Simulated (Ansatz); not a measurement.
FH₄ISi₂, SMILES F[SiH]([SiH3])I: an atomisation energy, run with the Python package of Ansatz (0.2.0).

`fh4isi2.xyz`
```text
8

F    -1.17920    1.86350    0.30460
Si   -0.37800    0.86820   -0.58740
Si    0.47730   -0.79640    0.71860
I    -1.77570   -0.07390   -2.30400
H     0.71080    1.61690   -1.29400
H     1.42120   -0.22540    1.76990
H     1.33230   -1.75250   -0.08300
H    -0.51650   -1.55740    1.41960
```

`run_tae.py`
```python
# -*- coding: utf-8 -*-
"""Atomisation energy of FH4ISi2 at the given geometry."""

from collections import Counter

import ansatz as az


def energy_of(molecule, charge=0, unpaired=0):
    calc = (
        molecule.calculation()
        .basis(gaussian="def2-SVPD")
        .functional("pbe", dispersion="d3bj")
    )
    if charge:
        calc = calc.charge(charge)
    if unpaired:
        calc = calc.spin("collinear", total=unpaired)
    return calc.run(threads=1, pin="off").report["free_energy_ev"]


def main():
    geometry = az.Crystal.molecule_from_extxyz("fh4isi2.xyz")

    # unpaired electrons of the ground-state atoms
    unpaired = {"F": 1, "Si": 2, "I": 1, "H": 1}
    counts = Counter(site.symbol for site in geometry.cartesian_sites)
    atom_energy = {s: energy_of(az.Crystal.molecule().atom(s, (0, 0, 0)), 0, unpaired[s]) for s in counts}
    whole = energy_of(geometry, 0, 0)
    for s, e in atom_energy.items():
        print(f"{s:2s} x{counts[s]}  {e:14.5f} eV")
    print(f"FH4ISi2: {whole:.5f} eV")
    split = sum(counts[s] * e for s, e in atom_energy.items()) - whole
    print(f"atomisation energy (no zero-point term): {split:.3f} eV, {split / sum(counts.values()):.3f} eV an atom")


if __name__ == "__main__":
    main()
```

What does it cost to take this molecule apart into atoms?

24.438 eV from the electronic energies, without the zero-point term.

The run itself:

```console
$ python run_tae.py
F  x1     -2709.00056 eV
Si x2     -7867.49492 eV
I  x1     -8099.67243 eV
H  x4       -13.56840 eV
FH4ISi2: -26622.37399 eV
atomisation energy (no zero-point term): 24.438 eV, 3.055 eV an atom
```

Total energies depend on the basis set; only differences at equal settings carry meaning. The geometry is a force-field or estimated start, not a minimum of this method, and the basis set is short of its limit. All parts are taken at fixed geometry, without zero-point energy. def2 sets replace the cores of elements past krypton by effective core potentials. This functional overbinds, so such energies come out a few per cent too high (LDA far more). The spin-orbit lowering of heavy atoms is left out. The whole script took 7.2 s on 1 thread of Arm Neoverse V1, with other jobs on the host, peak memory 0.24 GiB.

(A comment or docstring line of the script was reworded after the run, the code is as it ran; lines on the test bed's own set-up are left out of the output.)
